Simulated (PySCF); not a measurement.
# A diatomic session: PbO, part 2 of 2

PySCF 2.14.0; Pb def2-SVP with ECP60, O def2-SVP; scalar-relativistic core potentials.

## (12) RHF

Log of the SCF at 1.932 Å:

```text
******** <class 'pyscf.scf.hf_symm.SymAdaptedRHF'> ********
method = SymAdaptedRHF
initial guess = minao
damping factor = 0
level_shift factor = 0
DIIS = <class 'pyscf.scf.diis.CDIIS'>
diis_start_cycle = 1
diis_space = 10
diis_damp = 0
SCF conv_tol = 1e-09
SCF conv_tol_grad = None
SCF max_cycles = 60
direct_scf = False
max_memory 909 MB (current use 274 MB)
Overwritten attributes  get_occ get_hcore get_k get_jk get_j  of <class 'pyscf.scf.hf_symm.SymAdaptedRHF'>
<class 'pyscf.scf.hf_symm.SymAdaptedRHF'> does not have attributes  refdm
Set gradient conv threshold to 3.16228e-05
init E= -266.547121591873
cycle= 1 E= -266.563130385656  delta_E= -0.016  |g|= 0.106  |ddm|= 0.488
cycle= 2 E= -266.562238929641  delta_E= 0.000891  |g|= 0.128  |ddm|= 0.181
cycle= 3 E= -266.565997336042  delta_E= -0.00376  |g|= 0.0191  |ddm|= 0.102
cycle= 4 E= -266.566178582445  delta_E= -0.000181  |g|= 0.00527  |ddm|= 0.0413
cycle= 5 E= -266.566216302664  delta_E= -3.77e-05  |g|= 0.00258  |ddm|= 0.0182
cycle= 6 E= -266.566228802015  delta_E= -1.25e-05  |g|= 0.000681  |ddm|= 0.0138
cycle= 7 E= -266.566229560295  delta_E= -7.58e-07  |g|= 6.58e-05  |ddm|= 0.00392
cycle= 8 E= -266.566229562448  delta_E= -2.15e-09  |g|= 8.86e-06  |ddm|= 0.000154
cycle= 9 E= -266.566229562479  delta_E= -3.15e-11  |g|= 7.97e-07  |ddm|= 1.89e-05
Extra cycle  E= -266.566229562479  delta_E= -1.14e-13  |g|= 3.29e-07  |ddm|= 2.29e-06
converged SCF energy = -266.566229562479
```

Re = 1.888 Å, ωe = 872 cm⁻¹, ωexe = 2.56 cm⁻¹, αe = 0.00133 cm⁻¹, Be = 0.3185 cm⁻¹, De = 0.385 eV, μ = -5.43 D. 0.47 s of CPU time for 12 points, integrals apart.

## (13) MP2 and coupled cluster

Reference: RHF; core orbitals frozen: 5; virtual orbitals above 20 hartree dropped in coupled cluster: 4. MP2 keeps all virtuals, so it differs from the MP2 energy in the coupled-cluster log.

Output of the coupled-cluster run at 1.932 Å:

```text
******** <class 'pyscf.cc.ccsd.CCSD'> ********
CC2 = 0
CCSD nocc = 10, nmo = 31
frozen orbitals [0, 1, 2, 3, 4, 36, 37, 38, 39]
max_cycle = 80
direct = 0
conv_tol = 1e-07
conv_tol_normt = 1e-05
diis_space = 8
diis_start_cycle = 0
diis_start_energy_diff = 1e+09
max_memory 909 MB (current use 275 MB)
Init t2, MP2 energy = -266.885457209889  E_corr(MP2) -0.319227647409509
Init E_corr(CCSD) = -0.319227647409571
cycle = 1  E_corr(CCSD) = -0.267628561244528  dE = 0.0515990862  norm(t1,t2) = 0.200126
cycle = 2  E_corr(CCSD) = -0.322130422086736  dE = -0.0545018608  norm(t1,t2) = 0.170489
cycle = 3  E_corr(CCSD) = -0.304122649755833  dE = 0.0180077723  norm(t1,t2) = 0.188429
cycle = 4  E_corr(CCSD) = -0.303429973629894  dE = 0.000692676126  norm(t1,t2) = 0.0262939
cycle = 5  E_corr(CCSD) = -0.305509146252113  dE = -0.00207917262  norm(t1,t2) = 0.00999032
cycle = 6  E_corr(CCSD) = -0.305743054841173  dE = -0.000233908589  norm(t1,t2) = 0.00344663
cycle = 7  E_corr(CCSD) = -0.305605359733492  dE = 0.000137695108  norm(t1,t2) = 0.00201836
cycle = 8  E_corr(CCSD) = -0.305512146725218  dE = 9.32130083e-05  norm(t1,t2) = 0.00118962
cycle = 9  E_corr(CCSD) = -0.305520871215319  dE = -8.7244901e-06  norm(t1,t2) = 0.00023445
cycle = 10  E_corr(CCSD) = -0.30552639886661  dE = -5.52765129e-06  norm(t1,t2) = 0.000109464
cycle = 11  E_corr(CCSD) = -0.305528183720383  dE = -1.78485377e-06  norm(t1,t2) = 1.21353e-05
cycle = 12  E_corr(CCSD) = -0.305527836547454  dE = 3.47172929e-07  norm(t1,t2) = 5.67166e-06
cycle = 13  E_corr(CCSD) = -0.305527913441993  dE = -7.68945385e-08  norm(t1,t2) = 2.70819e-06
CCSD converged
E(CCSD) = -266.8717574759212  E_corr = -0.3055279134419926
CCSD(T) correction = -0.021166349972873
```

Correlation energy (eV) along the bond:

```tsv
R (Å)	MP2	SCS-MP2	CCSD	CCSD(T)	T1
1.661	-8.010	-7.625	n/a	n/a	n/a
1.739	-8.185	-7.791	-7.979	-8.388	0.030
1.816	-8.383	-7.977	-8.108	-8.576	0.034
1.874	-8.545	-8.127	-8.209	-8.728	0.037
1.932	-8.714	-8.284	-8.314	-8.890	0.041
1.990	-8.887	-8.445	-8.420	-9.060	0.045
2.067	-9.114	-8.654	-8.561	-9.296	0.051
2.164	-9.350	-8.875	-8.733	-9.606	0.062
2.280	-9.372	-8.909	-8.928	-9.999	0.082
2.434	-8.316	-8.012	n/a	n/a	n/a
```

RHF-MP2: No constants are quoted: the points don't follow one smooth fit.

RHF-SCS-MP2: No constants are quoted: the points don't follow one smooth fit.

RHF-CCSD: Re = 1.937 Å, ωe = 772 cm⁻¹, ωexe = 2.53 cm⁻¹, αe = 0.00139 cm⁻¹, Be = 0.3025 cm⁻¹, De = 3.68 eV.

RHF-CCSD(T): Re = 1.975 Å, ωe = 681 cm⁻¹, ωexe = 4.01 cm⁻¹, αe = 0.00181 cm⁻¹, Be = 0.2910 cm⁻¹, De = 4.22 eV.

## (14) All curves

Energy (eV) from each level's lowest point:

```tsv
R (Å)	RHF	RHF-MP2	RHF-SCS-MP2	RHF-CCSD	RHF-CCSD(T)	PBE	r²SCAN	M06-L	PBE0	M06	MN15	CAM-B3LYP
1.661	1.531	2.228	2.169	n/a	n/a	2.131	1.977	2.081	1.843	1.942	1.735	1.755
1.739	0.581	1.102	1.053	0.881	1.071	1.027	0.909	0.978	0.816	0.879	0.741	0.750
1.816	0.115	0.438	0.402	0.288	0.418	0.384	0.307	0.346	0.253	0.288	0.209	0.212
1.874	0.000	0.161	0.136	0.071	0.150	0.124	0.082	0.100	0.055	0.072	0.033	0.034
1.932	0.034	0.026	0.013	0.000	0.022	0.007	0.000	0.000	0.000	0.000	0.000	0.000
1.990	0.181	0.000	0.000	0.042	0.000	0.000	0.029	0.010	0.055	0.040	0.077	0.077
2.067	0.506	0.099	0.115	0.226	0.089	0.117	0.195	0.154	0.255	0.219	0.304	0.308
2.164	1.047	0.403	0.436	0.594	0.319	0.402	0.539	0.471	0.642	0.581	0.724	0.734
2.280	1.787	1.121	1.141	1.139	0.666	0.864	1.067	0.971	1.221	1.130	1.340	1.364
2.434	2.704	3.094	2.955	n/a	n/a	1.562	1.846	1.715	2.067	1.938	2.234	2.281
```

The whole job (state search and all levels along the bond) took 1.4 min on 1 thread of Intel Xeon Platinum 8488C (shared host), peak memory 0.46 GiB.

## (15) Constants by level of theory

The summary covers parts 1 to 2.

Lowest PBE0 solution found, without spin–orbit coupling: ¹Σ⁺ (singlet), closed shell. State 2 has its PBE0 minimum 1.70 eV higher. The other levels ran on the lowest alone.

```tsv
level	Re (Å)	ωe (cm⁻¹)	De (eV)	μ (D)
RHF	1.888	872	0.385	-5.43
RHF-CCSD	1.937	772	3.68	n/a
RHF-CCSD(T)	1.975	681	4.22	n/a
PBE	1.965	716	5.35	-3.91
r²SCAN	1.943	754	4.67	-4.18
M06-L	1.954	740	5.11	-4.42
PBE0	1.929	778	4.33	-4.38
M06	1.938	765	5.07	-4.63
MN15	1.918	796	4.37	-4.33
CAM-B3LYP	1.918	801	4.43	-4.39
measured	1.921813	721.0	n/a	n/a
```

De is counted to Pb + O in their ground configurations. A positive dipole means Pb(−)O(+). No constants: RHF-MP2 (the points don't follow one smooth fit); RHF-SCS-MP2 (the points don't follow one smooth fit).

Measured values: Huber and Herzberg, Constants of Diatomic Molecules, 1979.

Differences from the measured constants:

```tsv
level	Re (mÅ)	ωe (%)
RHF	-34	+20.9
RHF-CCSD	+15	+7.1
RHF-CCSD(T)	+53	-5.6
PBE	+43	-0.7
r²SCAN	+22	+4.6
M06-L	+32	+2.6
PBE0	+7	+7.9
M06	+16	+6.1
MN15	-4	+10.4
CAM-B3LYP	-3	+11.0
```

Time per point (s) on 1 thread of Intel Xeon Platinum 8488C, shared host (CPU time, shared integrals of 0.075 s apart; correlated levels include their reference; CCSD comes with the CCSD(T) run); the times are rough: RHF 0.039, RHF-CCSD(T) 0.58, PBE 0.5, r²SCAN 0.63, M06-L 1.2, PBE0 0.91, M06 0.61, MN15 0.59, CAM-B3LYP 0.64.

What this shows: Against the measured constants, the bond length is nearest at CAM-B3LYP (-3 mÅ) and farthest at RHF-CCSD(T) (+53 mÅ); the wavenumber is nearest at PBE (-0.7 %) and farthest at RHF (+20.9 %). Hartree–Fock makes the bond too short and too stiff against this reference, as it mostly does. PBE has the long and soft bond that GGAs tend to give. In a basis this small the correlated methods are far from their limit, so the ranking is that of method and basis together. Among the levels with a De in the table, it runs from 0.385 eV (RHF) to 5.35 eV (PBE).

Correlated steps freeze 5 core orbitals. Spin–orbit coupling is left out, which matters for elements this heavy, above all for dissociation energies. T1 is 0.041 near the minimum (highest on the curve 0.082), which may point to more than one leading configuration.
